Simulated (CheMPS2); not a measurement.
# A workflow on InH2F (SMILES [F][InH2]), part 2 of 3

CheMPS2 1.8.12.

## (4) The energy at DMRG/STO-6G (ground state) (run 6)

integrals.py

```python
import numpy as np
from pyscf import ao2mo, gto, lo, mcscf, scf
from pyscf.tools import fcidump

geom = """
F
In 1 1.961097
H 2 1.702273 1 110.38202
H 2 1.702278 3 139.23802 1 179.99743
"""
mol = gto.M(
    atom=geom,
    basis="sto-6g",
    verbose=3,
)
print("nao = %d" % (mol.nao))
mf = scf.RHF(mol)
mf.conv_tol = 1e-10
mf.max_cycle = 200
mf.kernel()
if not mf.converged:
    mf = mf.newton().run(mf.mo_coeff, mf.mo_occ)
print("E(HF) = %.10f" % (mf.e_tot))
# split localisation
mo = mf.mo_coeff.copy()
for a, b in ((19, 30), (30, 34)):
    if b - a > 1:
        mo[:, a:b] = lo.PM(mol, mo[:, a:b]).kernel()
mf.mo_coeff = mo
# write the integrals of the correlated orbitals
cas = mcscf.CASCI(mf, 15, 22)
h1, ecore = cas.get_h1eff()
fcidump.from_integrals("FCIDUMP", h1, cas.get_h2eff(), 15, 22, nuc=ecore, ms=0)
```

dmrg.input

```
FCIDUMP = FCIDUMP
GROUP = 0
MULTIPLICITY = 1
NELECTRONS = 22
IRREP = 0
EXCITATION = 0
SWEEP_STATES = 37, 75, 75
SWEEP_ENERGY_CONV = 1e-05, 1e-05, 1e-07
SWEEP_MAX_SWEEPS = 3, 4, 6
SWEEP_NOISE_PREFAC = 0.05, 0.005, 0.0
SWEEP_DVDSON_RTOL = 3e-05, 3e-05, 3e-06
NOCC = 0
NACT = 15
NVIR = 0
MOLCAS_FIEDLER = TRUE
PRINT_CORR = TRUE
TMP_FOLDER = .
```

On the command line:

```sh
$ python integrals.py && chemps2 --file=dmrg.input
```

Output:

```text
$ python integrals.py
nao = 34
converged SCF energy = -5812.76932423978
E(HF) = -5812.7693242398

$ chemps2 --file=dmrg.input

Running chemps2 version 1.8.12 () with the following options:

   FCIDUMP            = FCIDUMP
   GROUP              = c1
   MULTIPLICITY       = 1
   NELECTRONS         = 22
   IRREP              = A
   EXCITATION         = 0
   SWEEP_STATES       = [ 37 ; 75 ; 75 ]
   SWEEP_ENERGY_CONV  = [ 1e-05 ; 1e-05 ; 1e-07 ]
   SWEEP_MAX_SWEEPS   = [ 3 ; 4 ; 6 ]
   SWEEP_NOISE_PREFAC = [ 0.05 ; 0.005 ; 0 ]
   SWEEP_DVDSON_RTOL  = [ 3e-05 ; 3e-05 ; 3e-06 ]
   NOCC               = [ 0 ]
   NACT               = [ 15 ]
   NVIR               = [ 0 ]
   MOLCAS_2RDM        =
   MOLCAS_3RDM        =
   MOLCAS_F4RDM       =
   MOLCAS_FOCK        =
   MOLCAS_FIEDLER     = TRUE
   MOLCAS_MPS         = FALSE
   MOLCAS_STATE_AVG   = FALSE
   PRINT_CORR         = TRUE
   TMP_FOLDER         = .

CheMPS2::Hamiltonian : Reading FCIDUMP file FCIDUMP
CheMPS2::Hamiltonian : Finished reading FCIDUMP file FCIDUMP
   EdmistonRuedenberg::FiedlerGlobal : Cost function at start = 128.318107091486
   EdmistonRuedenberg::FiedlerGlobal : Cost function at end   = 29.7279302496732
   EdmistonRuedenberg::FiedlerGlobal : Reordering = [ 7, 0, 8, 10, 13, 11, 14, 9, 6, 12, 1, 3, 4, 2, 5 ].

   CheMPS2: a spin-adapted implementation of DMRG for ab initio quantum chemistry

   Stats: nIt(DAVIDSON) = 18
Energy at sites (13, 14) is -5804.39846911566
   Stats: nIt(DAVIDSON) = 49
Energy at sites (12, 13) is -5808.00608499667
   Stats: nIt(DAVIDSON) = 30
Energy at sites (11, 12) is -5809.02165435771
   Stats: nIt(DAVIDSON) = 24
Energy at sites (10, 11) is -5809.44725170614
   Stats: nIt(DAVIDSON) = 31
Energy at sites (9, 10) is -5810.27096118363
   Stats: nIt(DAVIDSON) = 20
Energy at sites (8, 9) is -5810.89201969657
   Stats: nIt(DAVIDSON) = 23
Energy at sites (7, 8) is -5811.45739837437
   Stats: nIt(DAVIDSON) = 14
Energy at sites (6, 7) is -5811.74568480356
   Stats: nIt(DAVIDSON) = 19
Energy at sites (5, 6) is -5812.23219628828
   Stats: nIt(DAVIDSON) = 12
Energy at sites (4, 5) is -5812.41535859918
   Stats: nIt(DAVIDSON) = 14
Energy at sites (3, 4) is -5812.447608977
   Stats: nIt(DAVIDSON) = 8
Energy at sites (2, 3) is -5812.44630251453
   Stats: nIt(DAVIDSON) = 1
Energy at sites (1, 2) is -5812.44630251453
******************************************************************
***  Information on left sweep 0 of instruction 0:
***     Elapsed wall time        = 6.461343 seconds
***     Minimum energy           = -5812.447608977
***     Maximum discarded weight = 0
******************************************************************
   Stats: nIt(DAVIDSON) = 1
Energy at sites (0, 1) is -5812.44630251453
   Stats: nIt(DAVIDSON) = 1
Energy at sites (1, 2) is -5812.44630251453
   Stats: nIt(DAVIDSON) = 1
Energy at sites (2, 3) is -5812.44630251453
   Stats: nIt(DAVIDSON) = 10
Energy at sites (3, 4) is -5812.44760897744
   Stats: nIt(DAVIDSON) = 11
Energy at sites (4, 5) is -5812.4489425794
   Stats: nIt(DAVIDSON) = 9
Energy at sites (5, 6) is -5812.44959340051
   Stats: nIt(DAVIDSON) = 11
Energy at sites (6, 7) is -5812.48017909632
   Stats: nIt(DAVIDSON) = 17
Energy at sites (7, 8) is -5812.55639332706
   Stats: nIt(DAVIDSON) = 10
Energy at sites (8, 9) is -5812.59627658047
   Stats: nIt(DAVIDSON) = 8
Energy at sites (9, 10) is -5812.60643412419
   Stats: nIt(DAVIDSON) = 6
Energy at sites (10, 11) is -5812.60929269914
   Stats: nIt(DAVIDSON) = 1
Energy at sites (11, 12) is -5812.60929269909
   Stats: nIt(DAVIDSON) = 1
Energy at sites (12, 13) is -5812.60929269909
******************************************************************
***  Information on right sweep 0 of instruction 0:
***     Elapsed wall time        = 2.131785 seconds
***     Minimum energy           = -5812.60929269914
***     Maximum discarded weight = 1.74947986614956e-05
***     Energy difference with respect to previous leftright sweep = 5812.60929269909
******************************************************************
[... 13 site updates ...]
******************************************************************
***  Information on left sweep 1 of instruction 0:
***     Elapsed wall time        = 2.17531 seconds
***     Minimum energy           = -5812.842339788
***     Maximum discarded weight = 3.22713447401629e-05
******************************************************************
[... 13 site updates ...]
******************************************************************
***  Information on right sweep 1 of instruction 0:
***     Elapsed wall time        = 0.935883 seconds
***     Minimum energy           = -5812.84301937305
***     Maximum discarded weight = 1.81208959468263e-05
***     Energy difference with respect to previous leftright sweep = 0.233725935065195
******************************************************************
[... 13 site updates ...]
******************************************************************
***  Information on left sweep 2 of instruction 0:
***     Elapsed wall time        = 0.813915 seconds
***     Minimum energy           = -5812.84309710535
***     Maximum discarded weight = 2.19152865786396e-05
******************************************************************
[... 13 site updates ...]
******************************************************************
***  Information on right sweep 2 of instruction 0:
***     Elapsed wall time        = 0.759394 seconds
***     Minimum energy           = -5812.84309779689
***     Maximum discarded weight = 2.22076908813289e-05
***     Energy difference with respect to previous leftright sweep = 3.07219461319619e-05
******************************************************************
***  Information on completed instruction 0:
***     The reduced virtual dimension DSU(2)               = 37
***     The total number of reduced MPS variables          = 5966
***     Minimum energy encountered during all instructions = -5812.84309779689
***     Minimum energy encountered during the last sweep   = -5812.84309779689
***     Maximum discarded weight during the last sweep     = 2.22076908813289e-05
******************************************************************
[... 13 site updates ...]
******************************************************************
***  Information on left sweep 0 of instruction 1:
***     Elapsed wall time        = 1.117249 seconds
***     Minimum energy           = -5812.84318157289
***     Maximum discarded weight = 3.33831940522635e-07
******************************************************************
[... 13 site updates ...]
******************************************************************
***  Information on right sweep 0 of instruction 1:
***     Elapsed wall time        = 1.557264 seconds
***     Minimum energy           = -5812.84326410335
***     Maximum discarded weight = 1.55016250376308e-06
***     Energy difference with respect to previous leftright sweep = 0.000214721399061091
******************************************************************
[... 13 site updates ...]
******************************************************************
***  Information on left sweep 1 of instruction 1:
***     Elapsed wall time        = 1.37382 seconds
***     Minimum energy           = -5812.84334650382
***     Maximum discarded weight = 1.59619559637591e-06
******************************************************************
[... 13 site updates ...]
******************************************************************
***  Information on right sweep 1 of instruction 1:
***     Elapsed wall time        = 1.309654 seconds
***     Minimum energy           = -5812.84334957832
***     Maximum discarded weight = 1.86805734110972e-06
***     Energy difference with respect to previous leftright sweep = 8.275478194264e-05
******************************************************************
[... 13 site updates ...]
******************************************************************
***  Information on left sweep 2 of instruction 1:
***     Elapsed wall time        = 1.298351 seconds
***     Minimum energy           = -5812.84335637771
***     Maximum discarded weight = 1.97864074009566e-06
******************************************************************
[... 13 site updates ...]
******************************************************************
***  Information on right sweep 2 of instruction 1:
***     Elapsed wall time        = 1.355452 seconds
***     Minimum energy           = -5812.84337871569
***     Maximum discarded weight = 1.9765031369094e-06
***     Energy difference with respect to previous leftright sweep = 3.11358480757917e-05
******************************************************************
[... 13 site updates ...]
******************************************************************
***  Information on left sweep 3 of instruction 1:
***     Elapsed wall time        = 1.274682 seconds
***     Minimum energy           = -5812.84338258945
***     Maximum discarded weight = 2.00806157293216e-06
******************************************************************
[... 13 site updates ...]
******************************************************************
***  Information on right sweep 3 of instruction 1:
***     Elapsed wall time        = 1.248045 seconds
***     Minimum energy           = -5812.84338539884
***     Maximum discarded weight = 2.16246660103493e-06
***     Energy difference with respect to previous leftright sweep = 2.87622879113769e-06
******************************************************************
***  Information on completed instruction 1:
***     The reduced virtual dimension DSU(2)               = 75
***     The total number of reduced MPS variables          = 19063
***     Minimum energy encountered during all instructions = -5812.84338539884
***     Minimum energy encountered during the last sweep   = -5812.84338539884
***     Maximum discarded weight during the last sweep     = 2.16246660103493e-06
******************************************************************
[... 13 site updates ...]
******************************************************************
***  Information on left sweep 0 of instruction 2:
***     Elapsed wall time        = 1.836518 seconds
***     Minimum energy           = -5812.8433855147
***     Maximum discarded weight = 2.20129361899704e-06
******************************************************************
[... 13 site updates ...]
******************************************************************
***  Information on right sweep 0 of instruction 2:
***     Elapsed wall time        = 1.708467 seconds
***     Minimum energy           = -5812.84338551992
***     Maximum discarded weight = 2.20210308646047e-06
***     Energy difference with respect to previous leftright sweep = 9.38352968660183e-08
******************************************************************
***  Information on completed instruction 2:
***     The reduced virtual dimension DSU(2)               = 75
***     The total number of reduced MPS variables          = 19048
***     Minimum energy encountered during all instructions = -5812.84338551992
***     Minimum energy encountered during the last sweep   = -5812.84338551992
***     Maximum discarded weight during the last sweep     = 2.20210308646047e-06
******************************************************************
********************************************
***  2-RDM and Correlations calculation  ***
********************************************
   N(N-1)                     = 462
   Double trace of DMRG 2-RDM = 462
   Econst + 0.5 * trace(2DM-A * Ham) = -5812.84338093819
   NOON of irrep A = [ 1.99987311046141 , 1.99985858786113 , 1.99968959064773 , 1.99968540855796 , 1.99955344351659 , 1.99806386155781 , 1.99668480955091 , 1.97335135172457 , 1.96814704763815 , 1.96602945454324 , 1.94879256871362 , 0.0571523702018273 , 0.03654144276077 , 0.0337991785562813 , 0.0227777737080123 ].
   Single-orbital entropies (Hamiltonian index order is used!) = [ 0.0312705105111002 , 0.0172269049927138 , 0.00172091623460925 , 0.00579605696332325 , 0.00362968249509084 , 0.00123585347607542 , 0.103700107821134 , 0.0277482366205363 , 0.201200649043962 , 0.103693041432575 , 0.178057413120079 , 0.214204189052445 , 0.163217498110123 , 0.19540287504203 , 0.114659235698999 ].
   Idistance(0) = 1.14152487923166
   Idistance(1) = 2.5150707210856
   Idistance(2) = 7.47010427175975
***************************************************
***  Timing information 2-RDM and Correlations  ***
***************************************************
***     Elapsed wall time        = 0.548893 seconds
***************************************************
--------------------------------------------------------
Spin correlation function = 4 * ( < S_i^z S_j^z > - < S_i^z > * < S_j^z > )
Hamiltonian index order is used!

   Columns 1 to 8

    0.003956   -0.000026    0.000000   -0.000012    0.000002   -0.000001   -0.000110    0.000005
   -0.000026    0.001852   -0.000026   -0.000070   -0.000008    0.000004   -0.000324    0.000002
    0.000000   -0.000026    0.000138    0.000007   -0.000002   -0.000003   -0.000007   -0.000000
[... 11 lines of this table left out ...]
   -0.000076   -0.000022   -0.000003   -0.000033   -0.000147   -0.000041   -0.000019   -0.002845

   Columns 9 to 15

    0.000021   -0.000110   -0.001590   -0.000028   -0.000115   -0.001919   -0.000076
    0.000039   -0.000324   -0.000112   -0.000224   -0.000554   -0.000208   -0.000022
   -0.000010   -0.000007    0.000002   -0.000051   -0.000016   -0.000023   -0.000003
[... 11 lines of this table left out ...]
   -0.000086   -0.000019   -0.000241   -0.000169   -0.011085   -0.000591    0.015376

--------------------------------------------------------
Spin-flip correlation function = < S_i^+ S_j^- > + < S_i^- S_j^+ >
Hamiltonian index order is used!

   Columns 1 to 8

    0.003956   -0.000026    0.000000   -0.000012    0.000002   -0.000001   -0.000110    0.000005
   -0.000026    0.001852   -0.000026   -0.000070   -0.000008    0.000004   -0.000324    0.000002
    0.000000   -0.000026    0.000138    0.000007   -0.000002   -0.000003   -0.000007   -0.000000
[... 11 lines of this table left out ...]
   -0.000076   -0.000022   -0.000003   -0.000033   -0.000147   -0.000041   -0.000019   -0.002845

   Columns 9 to 15

    0.000021   -0.000110   -0.001590   -0.000028   -0.000115   -0.001919   -0.000076
    0.000039   -0.000324   -0.000112   -0.000224   -0.000554   -0.000208   -0.000022
   -0.000010   -0.000007    0.000002   -0.000051   -0.000016   -0.000023   -0.000003
[... 11 lines of this table left out ...]
   -0.000086   -0.000019   -0.000241   -0.000169   -0.011085   -0.000591    0.015376

--------------------------------------------------------
Density correlation function = < n_i n_j > - < n_i > * < n_j >
Hamiltonian index order is used!

   Columns 1 to 8

    0.005116    0.000044    0.000002    0.000013    0.000012    0.000001    0.000125    0.000170
    0.000044    0.002903    0.000027    0.000115    0.000045    0.000013    0.000434    0.000013
    0.000002    0.000027    0.000228    0.000023    0.000004    0.000005    0.000016    0.000000
[... 11 lines of this table left out ...]
   -0.000277   -0.000216   -0.000015   -0.000072   -0.000330   -0.000068   -0.018638   -0.003293

   Columns 9 to 15

    0.001809    0.000125    0.001400   -0.002194   -0.000442   -0.005903   -0.000277
    0.000368    0.000433    0.000147   -0.001810   -0.001539   -0.000978   -0.000216
    0.000006    0.000016    0.000006   -0.000188   -0.000057   -0.000073   -0.000015
[... 11 lines of this table left out ...]
   -0.001158   -0.018639   -0.002313    0.001256    0.011461    0.002506    0.029795

--------------------------------------------------------
Singlet diradical correlation function = < d_i,up d_j,down > + < d_i,down d_j,up > - < d_i,up > * < d_j,down > - < d_i,down > * < d_j,up >
Hamiltonian index order is used!

   Columns 1 to 8

   -0.000008    0.000034    0.000001    0.000012    0.000005    0.000001    0.000118    0.000081
    0.000034   -0.000002    0.000026    0.000092    0.000026    0.000004    0.000379    0.000005
    0.000001    0.000026   -0.000000    0.000008    0.000003    0.000004    0.000012    0.000000
[... 11 lines of this table left out ...]
    0.000165    0.000104    0.000009    0.000045    0.000197    0.000048    0.000364    0.002919

   Columns 9 to 15

    0.000835    0.000118    0.001552    0.000861    0.000216    0.001998    0.000165
    0.000160    0.000379    0.000133    0.000311    0.000657    0.000397    0.000104
    0.000009    0.000012    0.000003    0.000084    0.000024    0.000039    0.000009
[... 11 lines of this table left out ...]
    0.000574    0.000364    0.001161    0.000645    0.011184    0.001442   -0.000118

--------------------------------------------------------
Two-orbital mutual information = 0.5 * ( s1(i) + s1(j) - s2(i,j) ) * ( 1 - delta(i,j) )
Hamiltonian index order is used!

   Columns 1 to 8

    0           0.000116    0.000006    0.000074    0.000015    0.000003    0.000294    0.000254
    0.000116    0           0.000093    0.000383    0.000080    0.000030    0.001212    0.000008
    0.000006    0.000093    0           0.000076    0.000010    0.000019    0.000039    0.000003
[... 11 lines of this table left out ...]
    0.000156    0.000150    0.000011    0.000055    0.000731    0.000131    0.017892    0.008073

   Columns 9 to 15

    0.001860    0.000438    0.005580    0.002061    0.000277    0.009251    0.000156
    0.000288    0.001133    0.000487    0.001806    0.003014    0.000887    0.000150
    0.000130    0.000039    0.000010    0.000452    0.000081    0.000096    0.000011
[... 11 lines of this table left out ...]
    0.000371    0.017988    0.001583    0.000515    0.033322    0.001836    0

--------------------------------------------------------
```

Run time: 31 s. Hardware: 1 thread of Arm Neoverse V1, shared host; peak memory 0.12 GiB.

Runs 7 to 13 aren't shown in full; the table further down has their settings and results.

[end of part 2 of 3]
